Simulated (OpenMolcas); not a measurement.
# Co³⁺ among point charges: CASSCF levels and susceptibility

How does a field of 6 point charges split the states of Co³⁺, and what χT follows?

Program: OpenMolcas 26.06. Level of theory: state-averaged CASSCF, spin-orbit coupling by RASSI with atomic mean-field integrals. These are calculated values, not measurements, unless marked.

1 further run of the same task is left out (it didn't finish).

**1. What is computed**

- Species: Co³⁺ (cobalt, Z = 27, 24 electrons)
- Basis: ANO-RCC-VDZP [5s4p2d1f], 34 functions
- Scalar Hamiltonian: DKH2, point nucleus
- Inactive shells: 1s 2s 2p 3s 3p
- Active space: 6 electrons in 5 orbitals (3d)
- Some configurations of this space: 3d⁶
- Orbitals: optimised for each spin and parity, averaged over all roots

Outer shells as boxes (Hund's rule):

3d6
```
3d [↑↓][↑ ][↑ ][↑ ][↑ ]
```

The ion sits among 6 point charges of -2.2 e arranged as an octahedron (Oh), 1.64 Å from the ion. The active orbitals were held to one l.

Each step is its own input file, run in one work folder so that later steps find the files of earlier ones. Labels, J, g values, rates, χT and fits are worked out afterwards by a script from the matrices that RASSI stores. The input lists half of the charges; inversion (Group=XYZ) makes the rest.

**2. One- and two-electron integrals**

File a.inp:

```
&GATEWAY
Coord
1

Co 0.0 0.0 0.0
Basis=ANO-RCC-VDZP
Group=XYZ
NoMove
AngMom=0.0 0.0 0.0
AMFI
XField
3 Angstrom 0
1.640000 0.000000 0.000000 -2.200000
0.000000 1.640000 0.000000 -2.200000
0.000000 0.000000 1.640000 -2.200000
&SEWARD
```

**3. Reference wave functions, quintets of even parity, 5 roots**

File a.inp:

```
&RASSCF
FileOrb=start.orb
Symmetry=1
Spin=5
nActEl=6 0 0
Inactive=3 6
Ras2=5 0
CIRoot=5 5 1
SDav=5
CIMx=300
Iter=120 100
PrWF=0.3
OrbListing=Nothing
MaxOrb=0
SupSym
1
10 4 5 6 7 8 11 12 13 14 15
0
>>> COPY $Project.JobIph JOB001
```

start.orb holds the contracted functions of the basis, ordered by shell, or the orbitals of the step before.

**4. Reference wave functions, triplets of even parity, 45 roots**

File a.inp:

```
&RASSCF
FileOrb=start.orb
Symmetry=1
Spin=3
nActEl=6 0 0
Inactive=3 6
Ras2=5 0
CIRoot=45 45 1
SDav=45
CIMx=300
Iter=120 100
PrWF=0.3
OrbListing=Nothing
MaxOrb=0
SupSym
1
10 4 5 6 7 8 11 12 13 14 15
0
>>> COPY $Project.JobIph JOB002
```

**5. CASSCF: singlets of even parity, 50 roots**

File a.inp:

```
&RASSCF
FileOrb=start.orb
Symmetry=1
Spin=1
nActEl=6 0 0
Inactive=3 6
Ras2=5 0
CIRoot=50 50 1
SDav=50
CIMx=300
Iter=120 100
PrWF=0.3
OrbListing=Nothing
MaxOrb=0
SupSym
1
10 4 5 6 7 8 11 12 13 14 15
0
>>> COPY $Project.JobIph JOB003
```

**6. State interaction with spin-orbit coupling**

File a.inp:

```
&RASSI
NrOfJobIphs=3 5 45 50
1 2 3 4 5
1 2 3 4 5 6 7 8 9 10 11 12 13 14 15 16 17 18 19 20 21 22 23 24 25 26 27
28 29 30 31 32 33 34 35 36 37 38 39 40 41 42 43 44 45
1 2 3 4 5 6 7 8 9 10 11 12 13 14 15 16 17 18 19 20 21 22 23 24 25 26 27
28 29 30 31 32 33 34 35 36 37 38 39 40 41 42 43 44 45 46 47 48 49 50
IphNames
JOB001
JOB002
JOB003
EJob
SpinOrbit
DIPRint=1.0
SOCoupling=1000.0
Subsets=2
Property=9
'ANGMOM' 1 'ANGMOM' 2 'ANGMOM' 3 'MLTPL  1' 1 'MLTPL  1' 2 'MLTPL  1' 3
'AMFI' 1 'AMFI' 2 'AMFI' 3
SOProperty=3
'ANGMOM' 1 'ANGMOM' 2 'ANGMOM' 3
```

What does the calculation give? Wanted: spin-free ground state; first state of the same spin within the active space; lowest level; next level.

**Answer**, as computed:

```
                                            quantity                            value
                                              method                           CASSCF
                              spin-free ground state  5T2, 3-fold in its orbital part
first state of the same spin within the active space                 5E at 10300 cm⁻¹
                                        lowest level                        3-fold T2
                                          next level                       271.5 cm⁻¹
                                         χT at 300 K                   4.23 cm³ K/mol
                           effective moment at 300 K                          5.81 μB
```

What this shows: The spin-free ground state (5T2) comes to 100 % from free-ion D terms and keeps the highest spin of the shell. χT at 300 K is 4.23, against 3.01 cm³ K/mol for the spin alone, so orbital moment adds to it. An active space of the d shell alone favours high spin; real ions in strong fields can be low spin. The field of point charges can differ much from that of real complexes. With metal d orbitals alone active, the gaps between spin states are rough; where two lie within a few thousand cm-1, their order is open. This is an electrostatic model: the charges have no orbitals.
